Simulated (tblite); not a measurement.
# H₉N₃O₅Zr₃, a small molecule taken as a stand-in for a surface group (zirconia 2-ring): infrared bands

Wanted: the infrared bands for `[NH2][Zr]([NH2])([NH2])[Zr]1([OH])[O][Zr]([OH])([OH])[O]1`.

Computed with tblite 0.8.0; each step states its level. No surroundings beyond the atoms listed, unless a continuum is named. Atoms count from 0, parts from 1.

4 further runs of the same task are left out: 4 for a known fault of the program.

### 1 The system as given

20 atoms, charge 0, multiplicity 1; geometry: distance geometry start.

### 2 Geometry optimisation with GFN2-xTB

Job settings and geometry (Å):

```
{"job": {"kind": "relax", "xc": "GFN2-xTB", "basis": "xTB"}, "charge": 0, "multiplicity": 1}
O     -1.634244    -0.550629    -0.907693
Zr    -1.556073    -1.577325     0.958120
O     -1.981988    -0.346220     2.506987
O     -2.488618    -3.395686     0.921440
O      0.541803    -1.754058     0.625863
Zr     0.437971    -0.745770    -1.247861
O      0.895068    -1.926023    -2.841889
Zr     2.030021     2.342301    -1.145372
N      3.570664     2.314018     0.299943
N      2.890623     2.753281    -3.028863
N      0.651696     3.862120    -0.663322
H     -1.802631     0.610007     2.601276
H     -3.306581    -3.621730     1.381233
H      0.876529    -2.874068    -2.873533
H      3.363126     1.806579     1.162289
H      4.515517     2.219224    -0.046347
H      3.395585     2.022397    -3.474283
H      2.342634     3.347134    -3.653264
H      0.127612     3.754748     0.216449
H      0.110241     4.225162    -1.448131
```

With the program's defaults for keys left out, this is: GFN2-xTB geometry optimisation, gas phase.

The run is started by

```bash
$ OMP_NUM_THREADS=1 python cluster_run.py task.json out
```

The driver reads the jobs from task.json and runs them one after another.

**Question.** The jobs that follow are: GFN2-xTB harmonic vibrations, gas phase. Predict: strongest single infrared mode (GFN2-xTB).

**Answer**, as computed:

| quantity | value |
| --- | --- |
| strongest single infrared mode (GFN2-xTB) | 578 cm⁻¹ |

In words: On relaxing, metal atoms bound new neighbours (O4–Zr7). No mode is imaginary at GFN2-xTB; the softest lies at 37 cm⁻¹. Tight-binding geometries are rough for metal atoms; that holds for every run here that uses one unrelaxed. A capped cluster stands for the solid here, so long-range fields and strain are missing, and bands or shifts of the capping hydrogens have no counterpart in it.
